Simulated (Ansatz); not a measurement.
**TiSi (quintet): wave-function methods side by side, def2-TZVPP**

The task here is to estimate one member of a computed series from the others.

The runs use Ansatz 0.2.0, Gaussian basis; def2-TZVPP, core rule «outside noble gas», up to 14 orbitals frozen.

To be run: UHF; ROHF; CCSD(T) on UHF.

2 further runs of the same task are left out: 2 set aside as unsound or not needed.

## The system

The geometry is a PBE0/def2-TZVP stationary point (not a proven minimum) of the parent state, kept for this charge and spin.

2 atoms, charge 0, spin multiplicity 5.

Atoms are counted from 1 here; the program's logs count them from 0.

Bond lengths: Ti1–Si2 2.462 Å.

Set-up of the first run:

in.yaml

```yaml
crystal:
  periodic: [false, false, false]
  atoms:
    - {symbol: Ti, position_ang: [0.000000, 0.000000, 0.000000]}
    - {symbol: Si, position_ang: [0.000000, 0.000000, 2.461600]}
basis:
  gaussian: {orbitals: def2-TZVPP}
magnetization: {spin_polarized: true, initial_magnetization: 4}
hamiltonian: {xc: hf}
output: {orbitals: {seedname: orbitals}}
```

Launch:

```
ansatz run in.yaml --threads 1 --pin off --events-out ev --progress --plain --max-ram 2816MiB --backend cpu
```

Steps of the session up to this table: UHF; ROHF; CCSD(T) on UHF.

One table of the session follows, with a row left open; its other results are not shown here.

| method | from UCCSD(T) (meV) |
| --- | --- |
| ROHF | +5034.6 |
| UHF | ? |
| UMP2 | +1312.0 |
| UCCSD | +328.4 |
| UCCSD(T) | 0 |

Q: Estimate the row for UHF from the others.

**Answer.** from UCCSD(T) (meV): +4250.9. In the column «from UCCSD(T) (meV)» it lies between UMP2 (+1312.0) and ROHF (+5034.6).

To keep in mind: The determinant is far from a pure spin state, so its energy mixes those of several spin states (harmless only where they are near-degenerate, as at dissociation).
